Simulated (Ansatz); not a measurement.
Predict the output of the script below (the Python package of Ansatz (0.2.0)).

`edit.py`:
```python
"""Keys set on an Input object, for HfAu2."""

import warnings

import ansatz as az
from ase import Atoms
import pandas as pd

config = {
    "kspacing": 0.52,
    "xc": "r2scan",
    "sigma": 0.01,
}

warnings.simplefilter("ignore", az.DeckWarning)

atoms = Atoms(
    ["Hf", "Au", "Au"],
    scaled_positions=[
        [0.0, 0.0, 0.0],
        [0.66735, 0.66735, 0.0],
        [0.33265, 0.33265, 0.0],
    ],
    cell=[
        [-1.772855, 1.772855, 4.356298],
        [1.772855, -1.772855, 4.356298],
        [1.772855, 1.772855, -4.356298],
    ],
    pbc=True,
)
hfau2 = az.Crystal.from_ase(atoms)

calc = (
    hfau2.calculation()
    .kpoints(spacing=config["kspacing"])
    .functional(config["xc"])
    .occupations(az.OccupationsMethod.FERMI_DIRAC, width=config["sigma"])
    .basis(47 * az.Ry)
    .accuracy("low")
    .band_table()
)
typed = calc.input()
rows = []
for value in [4, 6, 9]:
    edited = typed.set(az.key.basis.ecutrho_ratio, value)
    rep = az.Session.from_dict(edited).plan().execute().report
    rows.append((value, rep["free_energy_ev"], rep["n_iterations"], len(rep["eigenvalues_ev"][0]) if "eigenvalues_ev" in rep else 0))
print(pd.DataFrame(rows, columns=["density ratio", "F eV", "iterations", "bands listed"]).round(4).to_string(index=False))
```

Running `python edit.py` prints:
```text
 density ratio        F eV  iterations  bands listed
             4 -42061.8287           8            38
             6 -42061.8287           8            38
             9 -42061.8287           8            38
```

Notes:
- The settings weren't tested for convergence.
- No spin polarisation was allowed.
- For a metal this k-point mesh is coarse: on a finer one energies can move by several to tens of meV an atom and pressures by half a GPa or more, differences at one mesh by less.
- Spin-orbit coupling, which matters for elements this heavy, is left out.
- This cell is a computed structure, which may not be the phase found in nature.
- Wall time of the script: 20 s on 1 thread of Arm Neoverse V2, with other jobs on the host, peak memory 0.73 GiB.
